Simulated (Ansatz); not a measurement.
# B₂H₃OPS: a ladder of functionals and wavefunction methods

An exercise on one series of results from a longer session: the logs are not shown, and one member is left open.

The runs use Ansatz 0.2.0, Gaussian basis; functionals in def2-TZVPP, the program's frozen cores in correlated methods.

Levels to be run: LDA (SPW92), PBE-D4, revPBE-D4, BLYP-D4, r2SCAN-D4, B97M-V, PBE0-D4, B3LYP-D4, r2SCANh-D4, r2SCAN0-D4, HSE06-D4, BHLYP-D4, CAM-B3LYP-D4, LC-ωPBE, ωB97X-V, ωB97M-V, B2PLYP, PBE-QIDH; CCSD(T)/def2-SVP; CCSD(T)/def2-TZVPP; MP2/def2-QZVPP; extrapolation to the limit; RPA on PBE.

### The geometry

All runs share one geometry, relaxed beforehand with PBE0-D4 in a triple-zeta def2 set.

SMILES `B1OBSP1`, 8 atoms, charge 0, spin multiplicity 1.

Atoms are counted from 1 here; the program's logs count them from 0.

Bond lengths: B1–O2 1.361 Å, B1–P5 1.928 Å, B1–H6 1.194 Å, O2–B3 1.380 Å, B3–S4 1.796 Å, B3–H7 1.190 Å, S4–P5 2.136 Å, P5–H8 1.424 Å. Angles: O2–B1–P5 115.1°, O2–B1–H6 120.3°, P5–B1–H6 124.6°, B1–O2–B3 119.1°, O2–B3–S4 118.4°, O2–B3–H7 120.4°, S4–B3–H7 121.2°, B3–S4–P5 94.8°, B1–P5–S4 91.8°, B1–P5–H8 92.2°, S4–P5–H8 99.7°.

Set-up of the first run:

The input, in.yaml:

```yaml
crystal:
  periodic: [false, false, false]
  atoms:
    - {symbol: B, position_ang: [-0.543489, 0.925011, 0.366915]}
    - {symbol: O, position_ang: [0.785540, 0.716840, 0.573951]}
    - {symbol: B, position_ang: [1.403830, -0.345591, -0.052503]}
    - {symbol: S, position_ang: [0.410517, -1.417571, -1.096789]}
    - {symbol: P, position_ang: [-1.355846, -0.225202, -0.950373]}
    - {symbol: H, position_ang: [-1.118643, 1.785427, 0.962008]}
    - {symbol: H, position_ang: [2.569540, -0.536533, 0.094460]}
    - {symbol: H, position_ang: [-2.059348, -0.959580, 0.046432]}
basis:
  gaussian: {orbitals: def2-TZVPP}
hamiltonian: {xc: lda}
output: {orbitals: {seedname: orbitals}}
```

Among the steps run: LDA; PBE-D4 (GGA); revPBE-D4 (GGA); BLYP-D4 (GGA); r2SCAN-D4 (meta-GGA); B97M-V (meta-GGA); PBE0-D4 (hybrid); B3LYP-D4 (hybrid); r2SCANh-D4 (hybrid); r2SCAN0-D4 (hybrid); HSE06-D4 (hybrid); BHLYP-D4 (hybrid); CAM-B3LYP-D4 (range-separated); LC-ωPBE (range-separated); ωB97X-V (range-separated); ωB97M-V (range-separated); B2PLYP (double hybrid); PBE-QIDH (double hybrid).

One of the session's tables, all rows but one given; the rest of the session is left out.

It belongs to the step «Frontier levels by functional». 

| functional | HOMO (eV) | LUMO (eV) | gap (eV) |
| --- | --- | --- | --- |
| LDA (SPW92) | -6.54 | -2.75 | 3.79 |
| PBE-D4 | ? | ? | ? |
| revPBE-D4 | -6.35 | -2.40 | 3.95 |
| BLYP-D4 | -6.23 | -2.32 | 3.91 |
| r2SCAN-D4 | -6.60 | -2.18 | 4.42 |
| B97M-V | -6.68 | -2.18 | 4.50 |
| PBE0-D4 | -7.47 | -1.53 | 5.94 |
| B3LYP-D4 | -7.24 | -1.72 | 5.52 |
| r2SCANh-D4 | -7.00 | -1.84 | 5.16 |
| r2SCAN0-D4 | -7.60 | -1.34 | 6.26 |
| HSE06-D4 | -7.07 | -1.91 | 5.16 |
| BHLYP-D4 | -8.39 | -0.43 | 7.96 |
| CAM-B3LYP-D4 | -8.70 | -0.40 | 8.30 |
| LC-ωPBE | -10.03 | 0.72 | 10.75 |
| ωB97X-V | -9.69 | 0.66 | 10.35 |
| ωB97M-V | -9.53 | 0.47 | 10.01 |

**Question.** Estimate the row for PBE-D4.

As computed: HOMO (eV): -6.40; LUMO (eV): -2.50; gap (eV): 3.90. In the column «HOMO (eV)» it lies between LDA (SPW92) (-6.54) and revPBE-D4 (-6.35).
